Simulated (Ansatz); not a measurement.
# CH₈N₂OSi: one species, many methods

How much do the methods differ for CH₈N₂OSi? The plan is to run it at one geometry with functionals of several rungs and with coupled cluster, and see how far each lands from CCSD(T) at the basis-set limit for the atomisation energy.

Program: Ansatz 0.2.0, Gaussian basis. Level of theory: functionals in def2-TZVPP, the program's frozen cores in correlated methods. These are calculated values, not measurements.

The runs, in order: LDA (SPW92), PBE-D4, revPBE-D4, BLYP-D4, r2SCAN-D4, B97M-V, PBE0-D4, B3LYP-D4, r2SCANh-D4, r2SCAN0-D4, HSE06-D4, BHLYP-D4, CAM-B3LYP-D4, LC-ωPBE, ωB97X-V, ωB97M-V, B2PLYP, PBE-QIDH; CCSD(T)/def2-SVP; CCSD(T)/def2-TZVPP; MP2/def2-QZVPP; extrapolation to the limit; RPA on PBE.

## Step 1: Structure used throughout

The geometry comes from an earlier relaxation with PBE0-D4 in a triple-zeta def2 set; it is a stationary point, not always the lowest conformer.

13 atoms, charge 0, spin multiplicity 1.

Atoms are counted from 1 here; the program's logs count them from 0.

Bond lengths: N1–C2 1.441 Å, N1–H6 1.015 Å, N1–H7 1.013 Å, C2–O3 1.410 Å, C2–N4 1.432 Å, C2–H8 1.100 Å, O3–H9 0.963 Å, N4–Si5 1.730 Å, N4–H10 1.012 Å, Si5–H11 1.490 Å, Si5–H12 1.486 Å, Si5–H13 1.486 Å. Angles: C2–N1–H6 109.8°, C2–N1–H7 110.2°, H6–N1–H7 108.0°, N1–C2–O3 107.8°, N1–C2–N4 115.3°, N1–C2–H8 107.3°, O3–C2–N4 109.0°, O3–C2–H8 110.4°, N4–C2–H8 106.9°, C2–O3–H9 106.6°, C2–N4–Si5 122.0°, C2–N4–H10 111.5°, Si5–N4–H10 116.7°, N4–Si5–H11 116.0°, N4–Si5–H12 107.5°, N4–Si5–H13 106.7°, H11–Si5–H12 107.9°, H11–Si5–H13 108.1° and more.

Coordinates:

```
N    -1.01965   -0.86409    1.57038
C    -0.42344   -0.62273    0.28113
O     0.40035   -1.72528   -0.02734
N     0.34869    0.57860    0.17843
Si    0.67619    1.33121   -1.34462
H    -0.29655   -0.89907    2.28162
H    -1.65574   -0.11294    1.80820
H    -1.24303   -0.53984   -0.44749
H    -0.09813   -2.51577    0.20553
H     1.09065    0.60243    0.86648
H     1.66943    0.64080   -2.21488
H     1.18724    2.69820   -1.06553
H    -0.61551    1.39358   -2.07709
```

## Step 2: LDA

This LDA is Slater exchange with PW92 correlation.

in.yaml

```yaml
crystal:
  periodic: [false, false, false]
  atoms:
    - {symbol: N, position_ang: [-1.019650, -0.864088, 1.570383]}
    - {symbol: C, position_ang: [-0.423442, -0.622732, 0.281132]}
    - {symbol: O, position_ang: [0.400349, -1.725284, -0.027343]}
    - {symbol: N, position_ang: [0.348689, 0.578604, 0.178425]}
    - {symbol: Si, position_ang: [0.676185, 1.331208, -1.344616]}
    - {symbol: H, position_ang: [-0.296550, -0.899071, 2.281617]}
    - {symbol: H, position_ang: [-1.655737, -0.112936, 1.808199]}
    - {symbol: H, position_ang: [-1.243027, -0.539842, -0.447493]}
    - {symbol: H, position_ang: [-0.098126, -2.515771, 0.205531]}
    - {symbol: H, position_ang: [1.090646, 0.602428, 0.866476]}
    - {symbol: H, position_ang: [1.669429, 0.640800, -2.214883]}
    - {symbol: H, position_ang: [1.187244, 2.698203, -1.065535]}
    - {symbol: H, position_ang: [-0.615511, 1.393581, -2.077095]}
basis:
  gaussian: {orbitals: def2-TZVPP}
hamiltonian: {xc: lda}
output: {orbitals: {seedname: orbitals}}
```

The runs that follow: PBE-D4 (GGA); revPBE-D4 (GGA); BLYP-D4 (GGA); r2SCAN-D4 (meta-GGA); B97M-V (meta-GGA); PBE0-D4 (hybrid); B3LYP-D4 (hybrid); r2SCANh-D4 (hybrid); r2SCAN0-D4 (hybrid); HSE06-D4 (hybrid); BHLYP-D4 (hybrid); CAM-B3LYP-D4 (range-separated); LC-ωPBE (range-separated); ωB97X-V (range-separated); ωB97M-V (range-separated); B2PLYP (double hybrid); PBE-QIDH (double hybrid); CCSD(T) in def2-SVP; CCSD(T) in def2-TZVPP; MP2 in def2-QZVPP; RPA on PBE orbitals.

Q: Predict the results of all the runs planned. Wanted: atomisation energy, CCSD(T)/CBS; farthest beyond LDA; mean size of error, GGA; mean size of error, meta-GGA; mean size of error, hybrid; mean size of error, range-separated; mean size of error, double hybrid; gap, smallest and largest; T1 diagnostic.

The runs gave:

| quantity | value |
| --- | --- |
| atomisation energy, CCSD(T)/CBS | 1084.2 kcal/mol |
| functionals within 5.4 kcal/mol (0.5 %) | BLYP-D4, B97M-V, PBE0-D4, B3LYP-D4, HSE06-D4, ωB97X-V, ωB97M-V |
| farthest beyond LDA | BHLYP-D4 (-35.2 kcal/mol) |
| mean size of error, GGA | 10.0 kcal/mol |
| mean size of error, meta-GGA | 4.9 kcal/mol |
| mean size of error, hybrid | 14.1 kcal/mol |
| mean size of error, range-separated | 6.1 kcal/mol |
| mean size of error, double hybrid | 15.2 kcal/mol |
| gap, smallest and largest | 5.31 eV (LDA (SPW92)), 12.56 eV (LC-ωPBE) |
| T1 diagnostic | 0.0108 |
| triples share of the correlation energy | 3.6 % |

**Reading.** LDA overbinds by 165.9 kcal/mol (15 %). PBE-D4 misses by +18.4 kcal/mol. Double hybrids carry the basis error of their MP2 part in triple zeta, and no dispersion term here, so their miss is partly the set-up's. By mean error the best rung here is meta-GGA (4.9 kcal/mol) and the worst beyond LDA is double hybrid (15.2 kcal/mol). The gap between the best rungs is small, so their order is not settled. Misses under about 5.4 kcal/mol are within the doubt on the reference itself, which lacks core-valence correlation, relativity and higher excitations. Hartree-Fock recovers 68 % of the binding; the rest is correlation. CCSD(T) in def2-SVP is off by -75.8 kcal/mol, so the small basis spoils what the method gains. Orbital gaps span 5.3 to 12.6 eV; exact exchange widens them.
